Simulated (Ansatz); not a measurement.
# Pt3Rh: densities and their differences

Aim: see in Pt3Rh how the density differs from that of free atoms, which states sit where, how compression changes the bonding charge and how the density follows a moved atom. The geometry is as listed and is not relaxed.

Method: DFT LDA, scalar-relativistic, plane waves, PAW, in Ansatz 0.2.0.

### Step 1. The system as given

The structure is cubic, space group Pm-3m (No. 221). The conventional cell has a = 3.910 Å, b = 3.910 Å, c = 3.910 Å, α = 90.00°, β = 90.00°, γ = 90.00°. Rh (site symmetry m-3m) is surrounded by 12 Pt at 2.76 Å. Pt (site symmetry 4/mmm) has 4 Rh at 2.76 Å and 8 Pt at 2.76 Å as nearest neighbours.

Structure file:

```cif
data_structure
_symmetry_space_group_name_H-M 'Pm-3m'
_symmetry_Int_Tables_number 221
_cell_length_a 3.9099
_cell_length_b 3.9099
_cell_length_c 3.9099
_cell_angle_alpha 90.000
_cell_angle_beta 90.000
_cell_angle_gamma 90.000
_cell_volume 59.77
loop_
_atom_site_label
_atom_site_type_symbol
_atom_site_symmetry_multiplicity
_atom_site_Wyckoff_symbol
_atom_site_fract_x
_atom_site_fract_y
_atom_site_fract_z
_atom_site_occupancy
Rh1 Rh 1 b 0.50000 0.50000 0.50000 1
Pt1 Pt 3 d 0.50000 0.00000 0.00000 1
```

The structure comes from the Materials Project (structure only).

### Step 2. Ground state at the listed geometry

input.yaml

```yaml
crystal:
  lattice:
    - [3.9098689896, 0.0, 0.0]
    - [0.0, 3.9098689896, 0.0]
    - [0.0, 0.0, 3.9098689896]
  atoms:
    - { symbol: Rh, position: [0.5, 0.5, 0.5] }
    - { symbol: Pt, position: [0.5, 0.0, 0.0] }
    - { symbol: Pt, position: [0.0, 0.5, 0.0] }
    - { symbol: Pt, position: [0.0, 0.0, 0.5] }
basis:
  ecutwfc: 420
  fft_grid_basis: typed
kpoints:
  mp_grid: { grid: [10, 10, 10] }
hamiltonian:
  xc: lda
  pseudopotentials: { kind: paw }
scf:
  occupations: { method: gaussian, width: 0.05 }
output:
  forces: true
  stress: true
  eigenvalues: true
  bader: true
  write_density: true
  volumetric_format: npy
  elf: true
```

On the command line:

```bash
$ ansatz run input.yaml --threads 1 --pin off --max-ram 2560MiB --backend cpu --events-out ev --progress --plain --runs-dir out
```

### Step 4. Energy-resolved densities and projections

The windows are set from the levels of the base run, in eV from its Fermi level.

Edit input.yaml of step 2 so:

```diff
@@ -20,9 +20,26 @@
   occupations: { method: gaussian, width: 0.05 }
+  n_extra_bands: 6
 output:
   forces: true
-  stress: true
+  stress: false
   eigenvalues: true
-  bader: true
-  write_density: true
+  bader: false
+  write_density: false
   volumetric_format: npy
-  elf: true
+  band_densities:
+    - { e_range: [-0.25, 0.25] }
+    - { e_range: [-1.2, 0.0] }
+    - { e_range: [0.0, 1.2] }
+    - { e_range: [-9.82, -6.54] }
+    - { e_range: [-6.54, -3.27] }
+  dos:
+    e_range: [-30, 8]
+    de: 0.02
+    method: { smearing: { sigma: 0.03, scheme: gaussian } }
+    projected: { site_lists: { Pt: [Pt], Rh: [Rh] } }
+checkpoint:
+  read: start.run
+  write: ck
+  compress: false
+  write_wavefunctions: false
+  write_every: 100000
```

### Step 5. The cell at 85 % of its volume

Fractional coordinates and the k mesh are kept.

Edit input.yaml of step 2 so:

```diff
@@ -2,5 +2,5 @@
   lattice:
-    - [3.9098689896, 0.0, 0.0]
-    - [0.0, 3.9098689896, 0.0]
-    - [0.0, 0.0, 3.9098689896]
+    - [3.7036947054, 0.0, 0.0]
+    - [0.0, 3.7036947054, 0.0]
+    - [0.0, 0.0, 3.7036947054]
   atoms:
```

### Step 6. Moving Pt3 by 0.05 Å

The shift is (-0.001, 0.029, -0.041) Å; all periodic copies of the atom move with it.

Edit input.yaml of step 2 so:

```diff
@@ -8,3 +8,3 @@
     - { symbol: Pt, position: [0.5, 0.0, 0.0] }
-    - { symbol: Pt, position: [0.0, 0.5, 0.0] }
+    - { symbol: Pt, position: [-0.0002282122, 0.5073457191, -0.0104654273] }
     - { symbol: Pt, position: [0.0, 0.0, 0.5] }
@@ -27,2 +27 @@
   volumetric_format: npy
-  elf: true
```

(Steps that only read results are left out.)

**Question.** What will these runs give? Wanted: gap on the mesh; pressure; Bader charges; the states at the Fermi level; at 85 % volume; stiffness against the shift of Pt3.

As calculated:

```
                          quantity                                                   value
                   gap on the mesh                                            none (metal)
                          pressure                                               -11.0 GPa
                     Bader charges                                    Rh +0.23, Pt -0.08 e
     the states at the Fermi level                           Pt 5d (65 %) and Rh 4d (30 %)
                    at 85 % volume  52.6 GPa, gap none (metal), Bader Rh +0.20, Pt -0.07 e
stiffness against the shift of Pt3                                              11.4 eV/Å²
```

Pt–Rh goes from 2.76 to 2.62 Å with the volume, and the deformation density at its midpoint from +0.05 to +0.06 e/Å³. The runs treat Pt without spin-orbit coupling.
